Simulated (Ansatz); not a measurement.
# CH5AlSSi: molecular dynamics

Purpose: to follow the molecule's vibrations and see whether its bonds hold. The start is relaxed first. Runs: 283 steps of 0.5 fs at constant energy, with velocities drawn for 1500 K. SMILES of the start: C=[SiH][AlH][SH].

Method: UKS r2SCANh/6-31G, in Ansatz 0.2.0.

## Step 1: Starting point

Bond lengths: C1–Si2 1.767 Å, Si2–Al3 2.403 Å, Al3–S4 2.201 Å, C1–H5 1.078 Å, C1–H6 1.077 Å, Si2–H7 1.485 Å, Al3–H8 1.574 Å, S4–H9 1.336 Å. Angles: C1–Si2–Al3 123.9°, C1–Si2–H7 115.9°, Al3–Si2–H7 120.0°, Si2–C1–H5 121.5°, Si2–C1–H6 123.9°, H5–C1–H6 114.5°, Si2–Al3–S4 131.9°, Si2–Al3–H8 121.6°, S4–Al3–H8 106.4°, Al3–S4–H9 86.9°.

Structure file:

```xyz
9

C    -0.3704    1.5297   -1.6636
Si    0.7518    0.3988   -0.8992
Al    0.2427   -0.8628    1.0821
S    -1.5532   -1.9777    1.6949
H    -1.3839    1.6410   -1.3134
H    -0.1372    2.1044   -2.5436
H     2.1153    0.3437   -1.4849
H     1.2732   -0.9931    2.2646
H    -0.9383   -2.1840    2.8631
```

## Step 2: Relaxing the start

input.yaml

```yaml
crystal:
  periodic: [false, false, false]
  atoms:
    - { symbol: C, position_ang: [-0.37041, 1.52972, -1.66362] }
    - { symbol: Si, position_ang: [0.75179, 0.39876, -0.8992] }
    - { symbol: Al, position_ang: [0.24265, -0.86284, 1.08207] }
    - { symbol: S, position_ang: [-1.5532, -1.97766, 1.69487] }
    - { symbol: H, position_ang: [-1.38389, 1.64103, -1.31344] }
    - { symbol: H, position_ang: [-0.13718, 2.10442, -2.54355] }
    - { symbol: H, position_ang: [2.11535, 0.34366, -1.48485] }
    - { symbol: H, position_ang: [1.27323, -0.99308, 2.26463] }
    - { symbol: H, position_ang: [-0.93834, -2.18401, 2.86308] }
magnetization:
  spin_polarized: true
basis:
  gaussian: { orbitals: "6-31G" }
hamiltonian:
  xc: r2scanh
relax:
  f_tol: 0.02
  max_steps: 40
```

Launch:

```bash
$ ansatz run input.yaml --threads 2 --pin off --max-ram 3072MiB --backend cpu --events-out ev --progress --plain --runs-dir out
```

What it wrote, shortened:

```text
Warning: RAYON_NUM_THREADS=2 ignored (pool sized by the plan → 2); use --threads N
[...]
Functional definition: r2SCANh
[...]
748 factors; integrals over basis functions are off by at most 2.0e-4 eV
[...]
mean field -26421.37865416 eV, -970.9677564866 hartree, gradient 2.6e-6 eV, S^2 0.000000; 1 other end points of the search recorded, 0 dependent functions left out
[...]
reference -26421.37866790 eV, -970.9677569917 hartree; 27, 27 occupied and 31, 31 virtual orbitals, 748 factors
relax step   1: F+E_penalty+E_count = -26421.37865416 eV  Δ(F+E_penalty+E_count) = +0.000e0 eV  max|allowed force component| = 1.034e0 eV/Å  Δτ_max = 0.0000 Å  (54 SCF iters, accepted)
[...]
relax step   5: F+E_penalty+E_count = -26421.59888553 eV  Δ(F+E_penalty+E_count) = -1.476e-2 eV  max|allowed force component| = 9.097e-2 eV/Å  Δτ_max = 0.0927 Å  (43 SCF iters, accepted)
[...]
relax step   9: F+E_penalty+E_count = -26421.62891860 eV  Δ(F+E_penalty+E_count) = -1.127e-2 eV  max|allowed force component| = 4.807e-2 eV/Å  Δτ_max = 0.1300 Å  (43 SCF iters, accepted)
[...]
relax step  13: F+E_penalty+E_count = -26421.63169372 eV  Δ(F+E_penalty+E_count) = -8.116e-4 eV  max|allowed force component| = 1.183e-1 eV/Å  Δτ_max = 0.0896 Å  (46 SCF iters, accepted)
[...]
relax step  16: F+E_penalty+E_count = -26421.63303730 eV  Δ(F+E_penalty+E_count) = -5.308e-4 eV  max|allowed force component| = 4.527e-3 eV/Å  Δτ_max = 0.0256 Å  (48 SCF iters, accepted)
[...]
relax step  17: F+E_penalty+E_count = -26421.63316649 eV  Δ(F+E_penalty+E_count) = -1.292e-4 eV  max|allowed force component| = 1.977e-2 eV/Å  Δτ_max = 0.0324 Å  (48 SCF iters, accepted)
748 factors; integrals over basis functions are off by at most 2.1e-4 eV
[...]
mean field -26421.63316649 eV, -970.9771096421 hartree, gradient 8.3e-6 eV, S^2 0.000000; 2 other end points of the search recorded, 0 dependent functions left out
[...]
reference -26421.63318041 eV, -970.9771101540 hartree; 27, 27 occupied and 31, 31 virtual orbitals, 748 factors
Total energy: -26421.63318041 eV, -970.9771101540 hartree
Atom 0 at    -0.477832     1.257330    -1.641320 Å, force     0.015425    -0.015243     0.004212 eV/Å
Atom 1 at     0.881460     0.567492    -0.784516 Å, force    -0.012590    -0.000649     0.002152 eV/Å
Atom 2 at     0.566183    -0.863325     1.128432 Å, force    -0.002224    -0.000596     0.002612 eV/Å
Atom 3 at    -1.600846    -1.230044     1.660616 Å, force     0.007229    -0.000459     0.000156 eV/Å
Atom 4 at    -1.502964     1.062874    -1.340997 Å, force    -0.019770    -0.002226     0.008619 eV/Å
Atom 5 at    -0.358801     1.903107    -2.506235 Å, force     0.007177     0.013291    -0.011551 eV/Å
Atom 6 at     2.247092     0.912190    -1.301379 Å, force     0.010678     0.004486    -0.003803 eV/Å
Atom 7 at     1.684650    -1.559235     2.033920 Å, force    -0.005267     0.001113    -0.003539 eV/Å
Atom 8 at    -1.438942    -2.050390     2.751470 Å, force    -0.000658     0.000283     0.001142 eV/Å
Dipole moment:     0.320345    -0.072192     0.089765 e Å
```

It took 3.3 min on 2 threads of Arm Neoverse N1, shared host; peak memory 0.27 GiB.

Step by step:

```tsv
step	energy from step 1 (eV)	largest force component (eV/Å)
1	0.0000	1.0336
2	-0.1082	0.6184
3	-0.1753	0.4431
4	-0.2055	0.1655
5	-0.2202	0.0910
6	-0.2324	0.1862
7	-0.2388	0.2493
8	-0.2390	0.2876
9	-0.2503	0.0481
10	-0.2504	0.0473
11x	-0.2479	0.2322
12	-0.2522	0.0319
13	-0.2530	0.1183
14	-0.2538	0.0767
15	-0.2539	0.0594
16	-0.2544	0.0045
17	-0.2545	0.0198
```

Step 1 is the start. 1 step was tried and not accepted (marked x).

After: Bond lengths: C1–Si2 1.749 Å, Si2–Al3 2.410 Å, Al3–S4 2.261 Å, C1–H5 1.086 Å, C1–H6 1.086 Å, Si2–H7 1.500 Å, Al3–H8 1.598 Å, S4–H9 1.374 Å. Angles: C1–Si2–Al3 121.4°, C1–Si2–H7 116.6°, Al3–Si2–H7 121.9°, Si2–C1–H5 121.9°, Si2–C1–H6 122.7°, H5–C1–H6 115.5°, Si2–Al3–S4 114.1°, Si2–Al3–H8 128.1°, S4–Al3–H8 117.8°, Al3–S4–H9 99.8°.

## Step 3: Dynamics

283 steps of 0.5 fs at constant energy, with velocities drawn for 1500 K, from the relaxed start.

input.yaml

```yaml
crystal:
  periodic: [false, false, false]
  atoms:
    - { symbol: C, position_ang: [-0.477832, 1.25733, -1.64132] }
    - { symbol: Si, position_ang: [0.88146, 0.567492, -0.784516] }
    - { symbol: Al, position_ang: [0.566183, -0.863325, 1.128432] }
    - { symbol: S, position_ang: [-1.600846, -1.230044, 1.660616] }
    - { symbol: H, position_ang: [-1.502964, 1.062874, -1.340997] }
    - { symbol: H, position_ang: [-0.358801, 1.903107, -2.506235] }
    - { symbol: H, position_ang: [2.247092, 0.91219, -1.301379] }
    - { symbol: H, position_ang: [1.68465, -1.559235, 2.03392] }
    - { symbol: H, position_ang: [-1.438942, -2.05039, 2.75147] }
magnetization:
  spin_polarized: true
basis:
  gaussian: { orbitals: "6-31G" }
hamiltonian:
  xc: r2scanh
md:
  timestep: 0.5
  n_steps: 283
  ensemble: nve
  temperature: 1500.0
  initial_velocities: maxwell_boltzmann
  seed: 822518
```

Launch:

```bash
$ ansatz run input.yaml --threads 2 --pin off --max-ram 3072MiB --backend cpu --events-out ev --progress --plain --runs-dir out
```

What it wrote, shortened:

```text
Warning: RAYON_NUM_THREADS=2 ignored (pool sized by the plan → 2); use --threads N
[...]
Functional definition: r2SCANh
[...]
747 factors; integrals over basis functions are off by at most 2.1e-4 eV
[...]
mean field -26421.63317228 eV, -970.9771098550 hartree, gradient 4.4e-6 eV, S^2 0.000000; 1 other end points of the search recorded, 0 dependent functions left out
[...]
reference -26421.63318621 eV, -970.9771103668 hartree; 27, 27 occupied and 31, 31 virtual orbitals, 747 factors
md step     0: t =     0.00 fs  T =  1500.0 K  F+E_penalty+E_count = -26421.63317228 eV  E_kin = 1.357230 eV  conserved = -26420.27594229 eV  (56 SCF iters)
[...]
md step    20: t =    10.00 fs  T =   854.2 K  F+E_penalty+E_count = -26421.04785601 eV  E_kin = 0.772859 eV  conserved = -26420.27499719 eV  (48 SCF iters)
[...]
md step    40: t =    20.00 fs  T =   745.6 K  F+E_penalty+E_count = -26420.94940548 eV  E_kin = 0.674674 eV  conserved = -26420.27473112 eV  (51 SCF iters)
[...]
md step    60: t =    30.00 fs  T =   816.0 K  F+E_penalty+E_count = -26421.01278753 eV  E_kin = 0.738338 eV  conserved = -26420.27444920 eV  (47 SCF iters)
[...]
md step    78: t =    39.00 fs  T =   503.8 K  F+E_penalty+E_count = -26420.72933391 eV  E_kin = 0.455866 eV  conserved = -26420.27346798 eV  (35 SCF iters)
md step    79: t =    39.50 fs  T =   486.1 K  F+E_penalty+E_count = -26420.71331364 eV  E_kin = 0.439854 eV  conserved = -26420.27345935 eV  (35 SCF iters)
```

## Step 4: The log goes on: dynamics from the start

The log, continued, shortened:

```text
md step    80: t =    40.00 fs  T =   481.3 K  F+E_penalty+E_count = -26420.70908666 eV  E_kin = 0.435455 eV  conserved = -26420.27363136 eV  (34 SCF iters)
[...]
md step   106: t =    53.00 fs  T =   611.6 K  F+E_penalty+E_count = -26420.82832826 eV  E_kin = 0.553384 eV  conserved = -26420.27494470 eV  (47 SCF iters)
[...]
md step   132: t =    66.00 fs  T =   668.7 K  F+E_penalty+E_count = -26420.87909691 eV  E_kin = 0.605086 eV  conserved = -26420.27401056 eV  (47 SCF iters)
[...]
md step   158: t =    79.00 fs  T =  1108.3 K  F+E_penalty+E_count = -26421.27758240 eV  E_kin = 1.002784 eV  conserved = -26420.27479822 eV  (49 SCF iters)
[...]
md step   182: t =    91.00 fs  T =   667.0 K  F+E_penalty+E_count = -26420.87766464 eV  E_kin = 0.603485 eV  conserved = -26420.27417915 eV  (57 SCF iters)
md step   183: t =    91.50 fs  T =   636.1 K  F+E_penalty+E_count = -26420.84949794 eV  E_kin = 0.575553 eV  conserved = -26420.27394446 eV  (50 SCF iters)
```

## Step 5: More of the same log: dynamics from the start

Output, continued, shortened:

```text
md step   184: t =    92.00 fs  T =   611.1 K  F+E_penalty+E_count = -26420.82673111 eV  E_kin = 0.552901 eV  conserved = -26420.27383048 eV  (45 SCF iters)
[...]
md step   205: t =   102.50 fs  T =   600.6 K  F+E_penalty+E_count = -26420.81709215 eV  E_kin = 0.543410 eV  conserved = -26420.27368261 eV  (190 SCF iters)
[...]
md step   226: t =   113.00 fs  T =   647.3 K  F+E_penalty+E_count = -26420.85956631 eV  E_kin = 0.585704 eV  conserved = -26420.27386271 eV  (48 SCF iters)
[...]
md step   247: t =   123.50 fs  T =   592.3 K  F+E_penalty+E_count = -26420.80973173 eV  E_kin = 0.535936 eV  conserved = -26420.27379580 eV  (46 SCF iters)
[...]
md step   282: t =   141.00 fs  T =   646.7 K  F+E_penalty+E_count = -26420.85925502 eV  E_kin = 0.585105 eV  conserved = -26420.27415026 eV  (49 SCF iters)
[...]
Total energy: -26420.86902337 eV, -970.9490279008 hartree
Atom 0 at    -0.645413     1.353465    -1.516979 Å, force     0.620991     0.605093     1.947550 eV/Å
Atom 1 at     0.728187     0.483061    -0.821005 Å, force    -0.683140    -0.460863     1.247561 eV/Å
Atom 2 at     0.729760    -0.845576     1.443007 Å, force    -0.532829     0.730327    -1.634115 eV/Å
Atom 3 at    -1.512523    -1.224575     1.377844 Å, force    -0.093814    -0.034672     1.021593 eV/Å
Atom 4 at    -1.320875     2.011804    -0.963387 Å, force    -0.289009    -0.671698    -0.180356 eV/Å
Atom 5 at    -0.442160     1.638141    -2.512640 Å, force    -0.179823     0.339284    -1.402908 eV/Å
Atom 6 at     1.551307     0.172919    -1.980528 Å, force     0.901335    -0.524222    -0.539917 eV/Å
Atom 7 at     1.745676    -1.462750     2.484934 Å, force     0.121030     0.061246     0.157380 eV/Å
Atom 8 at    -1.823261    -1.533680     2.716814 Å, force     0.135259    -0.044494    -0.616788 eV/Å
Dipole moment:     0.412585    -0.003437     0.484648 e Å
```

Run time: 56 min. Hardware: 2 threads of Arm Neoverse N1, shared host; peak memory 0.27 GiB.

## Step 6: The trajectory

One step in 11; energies are changes from step 0:

```tsv
time (fs)	T (K)	potential energy change (meV/atom)	total energy change (meV/atom)
0.0	1500	0.0	0.00
5.5	1164	33.9	0.15
11.0	784	72.1	0.12
16.5	632	87.5	0.22
22.0	792	71.3	0.12
27.5	755	75.1	0.25
33.0	735	77.2	0.25
38.5	534	97.3	0.26
44.0	453	105.5	0.29
49.5	453	105.5	0.28
55.0	578	92.9	0.24
60.5	613	89.4	0.23
66.0	669	83.8	0.21
71.5	829	67.7	0.25
77.0	1101	40.3	0.15
82.5	1018	48.6	0.18
88.0	766	74.0	0.19
93.5	580	92.7	0.19
99.0	616	89.0	0.16
104.5	673	83.3	0.18
110.0	738	76.7	0.14
115.5	645	86.2	0.14
121.0	582	92.4	0.10
126.5	736	77.0	0.14
132.0	900	60.4	0.06
137.5	824	68.0	0.06
141.5	657	84.9	0.13
```

time (fs), T (K) and a bar:
```
      0.0       1500 ##############################
      6.0       1101 ###################
     12.5        656 ######
     18.5        615 #####
     24.5        790 ##########
     31.0        852 ############
     37.0        663 ######
     43.0        469 #
     49.0        444 
     55.5        597 ####
     61.5        642 ######
     67.5        787 ##########
     74.0        981 ###############
     80.0       1063 ##################
     86.0        833 ###########
     92.5        594 ####
     98.5        595 ####
    104.5        673 #######
    110.5        737 ########
    117.0        604 #####
    123.0        595 ####
    129.0        784 ##########
    135.5        768 #########
    141.5        657 ######
```

Maxima of the velocity power spectrum (cm⁻¹, relative height; resolution about 470 cm⁻¹): 290 (100), 3180 (14).

## Step 7: Positions and forces

Positions (Å) and forces (eV/Å):

```xyz
9
time_fs=17.5 T=592 dE=0.8241
C    -0.538    1.159   -1.421   -2.293   -0.173    0.755
Si    0.967    0.548   -0.778   -0.889    0.391   -0.578
Al    0.612   -0.776    1.018   -1.181   -0.865    2.115
S    -1.677   -1.267    1.632    0.976    0.346   -0.285
H    -1.462    0.963   -0.733    1.789    0.216   -1.136
H    -0.879    1.685   -2.315    0.669    0.088    0.051
H     2.336    0.458   -1.237    0.819    0.388   -0.909
H     1.852   -1.125    1.969   -0.119   -0.255    0.170
H    -1.684   -1.142    3.009    0.229   -0.136   -0.183
9
time_fs=35.5 T=721 dE=0.7056
C    -0.604    1.071   -1.226    0.777    0.284   -0.009
Si    1.056    0.558   -0.866   -1.774   -0.369    0.582
Al    0.558   -0.774    1.099    0.236   -0.241   -0.044
S    -1.669   -1.273    1.581    0.648    0.615    0.076
H    -1.484    0.944   -0.633   -0.407   -0.342    0.577
H    -0.771    1.717   -2.061   -0.187    0.368   -0.773
H     1.820    0.902   -2.056    0.973    0.016   -0.352
H     1.574   -1.228    2.249    0.006    0.043    0.038
H    -1.483   -0.572    2.775   -0.273   -0.375   -0.096
9
time_fs=53.0 T=612 dE=0.8048
C    -0.629    1.083   -1.101    1.208    0.783   -2.181
Si    1.042    0.554   -0.974   -0.487   -0.770    1.175
Al    0.533   -0.803    1.205    1.387    0.630   -0.688
S    -1.618   -1.239    1.516   -0.992   -0.024   -0.418
H    -1.297    0.682   -0.397   -1.280   -0.215    0.766
H    -1.008    1.682   -1.950   -0.006   -0.212    0.751
H     2.105    0.990   -1.973   -0.230   -0.182    0.380
H     1.309   -1.245    2.533    0.331    0.123   -0.088
H    -1.739   -0.725    2.776    0.068   -0.133    0.303
9
time_fs=71.0 T=810 dE=0.6267
C    -0.666    1.140   -1.115   -0.636    0.400    0.423
Si    0.957    0.463   -0.945    0.404   -0.528    1.128
Al    0.637   -0.772    1.244   -0.119    0.467   -0.751
S    -1.631   -1.192    1.442    0.391   -0.161    0.400
H    -1.351    0.657   -0.331    0.548    0.976   -1.572
H    -1.078    1.960   -1.768    0.457   -1.106    0.712
H     2.396    0.822   -1.442   -1.108    0.030   -0.092
H     1.673   -0.942    2.449   -0.074   -0.168    0.088
H    -1.781   -1.557    2.775    0.136    0.091   -0.336
9
time_fs=88.5 T=767 dE=0.6649
C    -0.637    1.230   -1.158   -0.642   -1.175    0.281
Si    0.827    0.319   -0.795    0.637    1.835   -2.040
Al    0.736   -0.701    1.224   -1.225   -0.858    1.196
S    -1.616   -1.156    1.392    1.191   -0.394    0.365
H    -1.683    1.018   -0.931    0.311   -0.135    0.552
H    -0.558    1.984   -1.887    0.193    1.142   -1.036
H     1.919    1.092   -1.623   -0.306   -0.712    0.775
H     1.797   -1.007    2.368   -0.014   -0.135    0.056
H    -1.510   -2.275    2.224   -0.143    0.432   -0.150
9
time_fs=106.0 T=747 dE=0.6826
C    -0.628    1.295   -1.300    1.414    0.992   -0.784
Si    0.706    0.293   -0.768    1.538    1.294   -0.959
Al    0.723   -0.710    1.307   -0.502   -0.798    0.425
S    -1.510   -1.136    1.363   -0.321    0.037    0.150
H    -1.577    1.360   -0.860   -1.476   -0.413    0.625
H    -0.469    2.071   -2.069    0.009   -0.586    0.140
H     2.076    0.783   -1.328   -0.732   -0.299   -0.045
H     1.740   -1.374    2.325    0.143    0.034    0.077
H    -1.532   -2.452    1.710   -0.073   -0.260    0.371
9
time_fs=124.0 T=597 dE=0.8191
C    -0.616    1.413   -1.426   -0.654   -0.726   -1.462
Si    0.681    0.381   -0.819    0.443    0.200    0.649
Al    0.679   -0.801    1.444    1.046    0.645   -1.475
S    -1.439   -1.149    1.355   -1.904   -0.894    0.310
H    -1.576    1.261   -0.888    0.484    0.736   -0.362
H    -0.688    1.800   -2.517    0.226   -0.538    2.128
H     1.958    0.224   -1.589    0.129    0.231   -0.180
H     1.771   -1.560    2.289    0.143   -0.042    0.239
H    -1.768   -2.330    2.007    0.089    0.388    0.154
9
time_fs=141.5 T=657 dE=0.7642
C    -0.645    1.353   -1.517    0.621    0.605    1.948
Si    0.728    0.483   -0.821   -0.683   -0.461    1.248
Al    0.730   -0.846    1.443   -0.533    0.730   -1.634
S    -1.512   -1.225    1.378   -0.094   -0.035    1.022
H    -1.321    2.012   -0.963   -0.289   -0.672   -0.180
H    -0.442    1.638   -2.513   -0.180    0.339   -1.403
H     1.551    0.173   -1.980    0.901   -0.524   -0.540
H     1.746   -1.463    2.485    0.121    0.061    0.157
H    -1.823   -1.534    2.717    0.135   -0.044   -0.617
```

## Step 8: Results

| quantity | value |
| --- | --- |
| relaxation of the start | 15 moves, 0.255 eV lower |
| length | 283 steps of 0.5 fs |
| temperature, first and last step | 1500 and 657 K |
| temperature, second half | mean 751 K, from 488 to 1124 K |
| potential energy, second half | +75 meV/atom from the start |
| largest change of the total energy | 0.33 meV/atom |
| bonds formed or broken | 0 |

What this shows: The temperature starts at 1500 K and averages 751 K in the second half, where it ranges from 488 to 1124 K; a mean near half the start is what vibrations about a minimum give, since they share energy equally between motion and strain. The total energy strays from its start by at most 0.33 meV/atom, 0.4 % of the mean kinetic energy, which is good for a step of 0.5 fs. The bonding pattern survives the run. Averages from a run of 142 fs with 9 atoms are rough. The nuclei move classically, without zero-point motion, which matters most for hydrogen. In so small a basis the energies are only a sketch.
